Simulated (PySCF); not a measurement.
# C6H7F3GaN: the cost of one run

Computed with PySCF 2.14.0, with density-fitted response routines of our own, on a single molecule, in the gas phase or a continuum. Atoms are numbered from 0 throughout.

## Step 1: The molecule as given

18 atoms, charge 0, multiplicity 1; geometry from: UFF. The atoms were then displaced at random by about 0.03 Å, so the start is not that level's minimum.

Bonds of the start (Å): F0–C1 1.35, C1–F2 1.39, C1–F3 1.33, C1–C4 1.52, C4–C5 1.42, C5–C6 1.44, C6–N7 1.38, N7–Ga8 1.87, N7–C9 1.36, C9–C10 1.41, C10–C4 1.34, C5–H11 1.10, C6–H12 0.99, Ga8–H13 1.61, Ga8–H14 1.54, Ga8–H15 1.65, C9–H16 1.11, C10–H17 1.09.

## Step 2: Optimising the geometry at PBE0-D3(BJ)/def2-SVP

Job settings and geometry (Å):

```
{"job": {"xc": "PBE0", "basis": "def2-SVP", "d3": "d3bj", "grid": 1, "shake": 0.03, "kind": "geom"}, "charge": 0, "multiplicity": 1}
F     -3.596030     0.262700    -0.754200
C     -2.884930     0.867820     0.226390
F     -2.957920     2.252780     0.106540
F     -3.299660     0.513410     1.444240
C     -1.451810     0.384610     0.071730
C     -0.628400     0.326370     1.226360
C      0.742880    -0.092630     1.088420
N      1.264900    -0.343510    -0.163220
Ga     3.036640    -0.922530    -0.258120
C      0.433170    -0.270980    -1.232790
C     -0.921020     0.122970    -1.132430
H     -0.977770     0.548140     2.240860
H      1.256480    -0.137700     1.938280
H      3.053900    -2.535120    -0.181430
H      3.912350    -0.313280     0.859340
H      3.621800    -0.435000    -1.722880
H      0.858720    -0.451850    -2.246160
H     -1.519610     0.240710    -2.039850
```

Command:

```sh
OMP_NUM_THREADS=1 python probes_run.py task.json out
```

One launch serves the whole session: the jobs run in the order shown.

**Question.** How long does this first job take on 1 thread of Arm Neoverse V2, shared host, and how much memory does it need?

About 4.1 min, with a peak of 1.2 GiB.
